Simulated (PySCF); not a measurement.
# C9H8Br2: geometry

What geometry should C9H8Br2 (`Br[C@@H]1c2ccccc2C[C@@H]1Br`) show?

Computed with PySCF 2.14.0, on a single molecule in the gas phase. Atoms are numbered from 0 throughout.

3 further runs of the same task are left out: 3 for a faulty analytic Hessian.

### 1 The starting structure

19 atoms, charge 0, multiplicity 1; geometry from: GFN2-xTB.

Bonds of the start (Å): Br0–C1 1.95, C1–C2 1.50, C2–C3 1.38, C3–C4 1.39, C4–C5 1.38, C5–C6 1.39, C6–C7 1.38, C7–C8 1.50, C8–C9 1.53, C9–Br10 1.97, C9–C1 1.53, C7–C2 1.39, C1–H11 1.10, C3–H12 1.08, C4–H13 1.08, C5–H14 1.08, C6–H15 1.08, C8–H16 1.09, C8–H17 1.10, C9–H18 1.09.

### 2 Geometry optimisation at PBE0-D3(BJ)/def2-SVP

Job settings and geometry (Å):

```
{"job": {"xc": "PBE0", "basis": "def2-SVP", "d3": "d3bj", "grid": 1, "kind": "geom"}, "charge": 0, "multiplicity": 1}
Br    -0.837980     1.817980    -0.779260
C     -0.263630     0.808790     0.791960
C      1.175390     0.389680     0.767930
C      2.270330     1.042670     0.244110
C      3.513670     0.438190     0.365890
C      3.646230    -0.785760     1.000050
C      2.540600    -1.438950     1.528090
C      1.302740    -0.843700     1.405030
C     -0.041580    -1.331120     1.868680
C     -1.006970    -0.511560     1.006610
Br    -1.275260    -1.443090    -0.703240
H     -0.455620     1.476060     1.640620
H      2.159840     1.990900    -0.260420
H      4.383970     0.926390    -0.045050
H      4.620650    -1.243200     1.079050
H      2.644780    -2.395900     2.017030
H     -0.174630    -2.405720     1.745500
H     -0.190140    -1.087040     2.926150
H     -2.001670    -0.387070     1.434650
```

What will the session give for the following? point group; rotational constants (main isotopes). Wanted: point group; rotational constants.

**Answer**, as computed:

| quantity | value |
| --- | --- |
| point group | C1 |
| rotational constants (main isotopes) | 0.73, 0.52, 0.35 GHz |

**Reading.** Over 7 steps the energy fell by 0.066 eV; of the close pairs, Br0–C1 changed most, 1.954 to 1.934 Å.
